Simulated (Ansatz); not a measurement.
What does this script print? It uses Ansatz 0.2.0 through its Python package.

`run_bde.py`
```python
import ansatz as az


def total_energy(molecule, charge=0, unpaired=0):
    calc = (
        molecule.calculation()
        .basis(gaussian="6-31G*")
        .functional("PBE0", dispersion="d4")
    )
    if charge:
        calc = calc.charge(charge)
    if unpaired:
        calc = calc.spin("collinear", total=unpaired)
    return calc.run().report["free_energy_ev"]

GEOMETRY = """
F     1.04950    0.10770    1.94340
Al    0.31820   -0.46140    0.37870
F     1.11120   -1.79830   -0.51090
Se   -1.59910    0.53520   -0.53170
H    -0.83000    1.54310   -1.32090
"""

def without(molecule, index):
    rest = az.Crystal.molecule()
    for i, site in enumerate(molecule.cartesian_sites):
        if i != index:
            rest = rest.atom(site.symbol, site.position_ang)
    return rest

system = az.Crystal.molecule()
for line in GEOMETRY.strip().splitlines():
    symbol, *xyz = line.split()
    system = system.atom(symbol, [float(v) for v in xyz])

whole = total_energy(system, 0)
hydrogen = total_energy(az.Crystal.molecule().atom("H", (0, 0, 0)), 0, 1)
print(f"E(molecule) = {whole:.5f} eV, E(H) = {hydrogen:.5f} eV")
for index in [4]:
    radical = total_energy(without(system, index), 0, 1)
    print(f"H{index}: homolysis {23.060548 * (radical + hydrogen - whole):.1f} kcal/mol")
```

Output of `python run_bde.py`:
```text
E(molecule) = -77376.43637 eV, E(H) = -13.58146 eV
H4: homolysis 76.4 kcal/mol
```

Notes:
- The settings weren't tested for convergence.
- The geometry is a force-field or estimated start, not a minimum of this method, and the basis set is short of its limit. All parts are taken at fixed geometry, without zero-point energy.
- The spin-orbit lowering of heavy atoms is left out.
- The whole script took 11 s on 1 thread of Arm Neoverse V2 (shared host), peak memory 0.31 GiB.
